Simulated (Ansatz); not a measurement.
Consider a comparison of norm-conserving and PAW potentials of I, space group Im-3m (the Python package of Ansatz (0.2.0)).

Contents of `i.xyz`:
```text
1
Lattice="-2.08937544 2.08937544 2.08937544 2.08937544 -2.08937544 2.08937544 2.08937544 2.08937544 -2.08937544" Properties=species:S:1:pos:R:3 pbc="T T T"
I     0.00000000    0.00000000    0.00000000
```

The script, `i_nc_paw.py`:
```python
"""Two kinds of potentials on I."""

import ansatz
import numpy as np


def count_gap(report):
    # lowest empty less highest filled band, counting bands; zero where they overlap
    return max(report.get("gap_by_band_count_ev") or 0.0, 0.0)

structure = ansatz.Crystal.from_extxyz("i.xyz")

calc = (
    structure.calculation()
    .functional("pbesol", dispersion="d4")
    .kpoints(8, 8, 8)
    .occupations("Fermi-Dirac", width=0.05)
    .stress()
    .forces()
    .band_table()
)
variants = {
    "PAW": calc.pseudopotentials("paw"),
    "norm-conserving": calc.pseudopotentials("nc"),
}
# totals differ by the cores that each treatment holds, so compare what does not depend on them
rows = []
for label, variant in variants.items():
    report = variant.run(threads=1).report
    levels = np.array(report["eigenvalues_ev"][0]) - report["fermi_energy_ev"]
    print(label, "levels at the first k-point near E_F:", np.round(levels[np.abs(levels) < 5], 3))
    rows.append((label, report["n_electrons"], np.trace(report["stress_gpa"]) / 3, count_gap(report)))
for row in rows:
    print("; ".join(f"{name} = {round(v, 4) if isinstance(v, float) else v}" for name, v in zip(["treatment", "electrons in bands", "P GPa", "gap by band count eV"], row)))
```

How well do the two treatments of the cores agree on the pressure?

PAW gives -3.426 GPa and norm-conserving -3.477 GPa, 0.05 GPa apart. They took 0.8 and 1.5 s of processor time.

The output:

```console
$ python i_nc_paw.py
DeckWarning: basis.ecutwfc = 420 eV, auto-derived from the records' recommended cutoffs: set by I (normal level)
PAW levels at the first k-point near E_F: [0.832 0.832 0.832]
DeckWarning: basis.ecutwfc = 952.398519 eV, auto-derived from the records' recommended cutoffs: set by I (normal level)
norm-conserving levels at the first k-point near E_F: [0.83 0.83 0.83]
treatment = PAW; electrons in bands = 17.0; P GPa = -3.426; gap by band count eV = 0.0
treatment = norm-conserving; electrons in bands = 7.0; P GPa = -3.4771; gap by band count eV = 0.0
```
(Warnings from the package without file and line.)

Notes:
- The cell holds an odd number of electrons and is run without spin, so a magnetic state may lie lower.
- Dispersion corrections can be off by several per cent in the lattices of metals, and by several GPa in the pressure at a fixed cell.
- The mesh is modest for a metal, so energies can be off by several to tens of meV an atom and pressures by half a GPa or more; differences at equal mesh fare better.
- A gap by band count of zero or less means overlapping bands, a metal, and at an odd count of electrons it is no gap at all.
- This isn't the structure that I takes at ambient conditions.
- Levels are Kohn-Sham eigenvalues on this mesh, without spin-orbit coupling.
- Stress is positive in compression.
- It ran for 2.9 s on 1 thread of Arm Neoverse V2, on a shared host, peak memory 0.41 GiB.

(A comment or docstring line of the script was reworded after the run, the code is as it ran; lines on the test bed's own set-up are left out of the output.)
